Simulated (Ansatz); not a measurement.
# C2H3AlCl3N: one species, many methods

How much do the methods differ for C2H3AlCl3N? The plan is to run it at one geometry with functionals of several rungs and with coupled cluster, and see how far each lands from CCSD(T) at the basis-set limit for the atomisation energy.

Program: Ansatz 0.2.0, Gaussian basis. Level of theory: functionals in def2-TZVPP, the program's frozen cores in correlated methods. These are calculated values, not measurements.

The runs, in order: LDA (SPW92), PBE-D4, revPBE-D4, BLYP-D4, r2SCAN-D4, B97M-V, PBE0-D4, B3LYP-D4, r2SCANh-D4, r2SCAN0-D4, HSE06-D4, BHLYP-D4, CAM-B3LYP-D4, LC-ωPBE, ωB97X-V, ωB97M-V, B2PLYP, PBE-QIDH; CCSD(T)/def2-SVP; CCSD(T)/def2-TZVPP; MP2/def2-QZVPP; extrapolation to the limit; RPA on PBE.

## 1. Structure used throughout

All runs share one geometry, relaxed beforehand with PBE0-D4 in a triple-zeta def2 set.

10 atoms, charge 0, spin multiplicity 1.

Atoms are counted from 1 here; the program's logs count them from 0.

Bond lengths: C1–C2 1.439 Å, C1–H8 1.091 Å, C1–H9 1.091 Å, C1–H10 1.091 Å, C2–N3 1.142 Å, N3–Al4 1.971 Å, Al4–Cl5 2.107 Å, Al4–Cl6 2.107 Å, Al4–Cl7 2.107 Å. Angles: C2–C1–H8 109.5°, C2–C1–H9 109.5°, C2–C1–H10 109.5°, H8–C1–H9 109.5°, H8–C1–H10 109.5°, H9–C1–H10 109.5°, C1–C2–N3 180.0°, C2–N3–Al4 179.9°, N3–Al4–Cl5 101.3°, N3–Al4–Cl6 101.3°, N3–Al4–Cl7 101.3°, Cl5–Al4–Cl6 116.2°, Cl5–Al4–Cl7 116.2°, Cl6–Al4–Cl7 116.2°.

## 2. LDA

This LDA is Slater exchange with PW92 correlation.

in.yaml reads:

```yaml
crystal:
  periodic: [false, false, false]
  atoms:
    - {symbol: C, position_ang: [0.172711, -1.381508, 1.757079]}
    - {symbol: C, position_ang: [0.066303, -0.496303, 0.627738]}
    - {symbol: N, position_ang: [-0.018008, 0.206014, -0.268361]}
    - {symbol: Al, position_ang: [-0.161634, 1.418103, -1.816300]}
    - {symbol: Cl, position_ang: [1.868479, 1.809453, -2.224729]}
    - {symbol: Cl, position_ang: [-1.270422, 3.010571, -0.994225]}
    - {symbol: Cl, position_ang: [-1.173084, 0.197785, -3.205203]}
    - {symbol: H, position_ang: [0.020777, -2.410782, 1.427715]}
    - {symbol: H, position_ang: [1.164136, -1.284482, 2.202764]}
    - {symbol: H, position_ang: [-0.586059, -1.120151, 2.496622]}
basis:
  gaussian: {orbitals: def2-TZVPP}
hamiltonian: {xc: lda}
output: {orbitals: {seedname: orbitals}}
```

On the command line:

```console
$ ansatz run in.yaml --threads 4 --pin off --events-out ev --progress --plain --max-ram 11315MiB
```

The runs that follow: PBE-D4 (GGA); revPBE-D4 (GGA); BLYP-D4 (GGA); r2SCAN-D4 (meta-GGA); B97M-V (meta-GGA); PBE0-D4 (hybrid); B3LYP-D4 (hybrid); r2SCANh-D4 (hybrid); r2SCAN0-D4 (hybrid); HSE06-D4 (hybrid); BHLYP-D4 (hybrid); CAM-B3LYP-D4 (range-separated); LC-ωPBE (range-separated); ωB97X-V (range-separated); ωB97M-V (range-separated); B2PLYP (double hybrid); PBE-QIDH (double hybrid); CCSD(T) in def2-SVP; CCSD(T) in def2-TZVPP; MP2 in def2-QZVPP; RPA on PBE orbitals.

Q: Predict the results of all the runs planned. Wanted: atomisation energy, CCSD(T)/CBS; farthest beyond LDA; mean size of error, GGA; mean size of error, meta-GGA; mean size of error, hybrid; mean size of error, range-separated; mean size of error, double hybrid; gap, smallest and largest; T1 diagnostic.

As calculated:

| quantity | value |
| --- | --- |
| atomisation energy, CCSD(T)/CBS | 3996.8 kJ/mol |
| functionals within 20.0 kJ/mol (0.5 %) | r2SCAN-D4, PBE0-D4, r2SCANh-D4, HSE06-D4, CAM-B3LYP-D4, ωB97X-V, ωB97M-V, PBE-QIDH |
| farthest beyond LDA | BHLYP-D4 (-142.3 kJ/mol) |
| mean size of error, GGA | 45.7 kJ/mol |
| mean size of error, meta-GGA | 26.6 kJ/mol |
| mean size of error, hybrid | 44.2 kJ/mol |
| mean size of error, range-separated | 15.9 kJ/mol |
| mean size of error, double hybrid | 30.4 kJ/mol |
| gap, smallest and largest | 4.17 eV (LDA (SPW92)), 11.87 eV (LC-ωPBE) |
| T1 diagnostic | 0.0100 |
| triples share of the correlation energy | 4.3 % |

The LDA atomisation energy is off by 539.2 kJ/mol (13 %): it overbinds. PBE-D4 misses by +86.7 kJ/mol. Double hybrids carry the basis error of their MP2 part in triple zeta, and no dispersion term here, so their miss is partly the set-up's. Taken by rung, range-separated functionals do best (15.9 kJ/mol on average) and GGA ones worst beyond LDA (45.7 kJ/mol). hybrid functionals lie within the reference's doubt of that worst mean (44.2 kJ/mol), so those two tie. The reference freezes the cores and leaves out relativity and excitations past (T), so misses under about 20.0 kJ/mol can't be ranked. Hartree-Fock recovers 74 % of the binding; the rest is correlation. CCSD(T) in def2-SVP is off by -226.6 kJ/mol, more than most functionals: a good method in a small basis is no reference. Orbital gaps span 4.2 to 11.9 eV; exact exchange widens them.
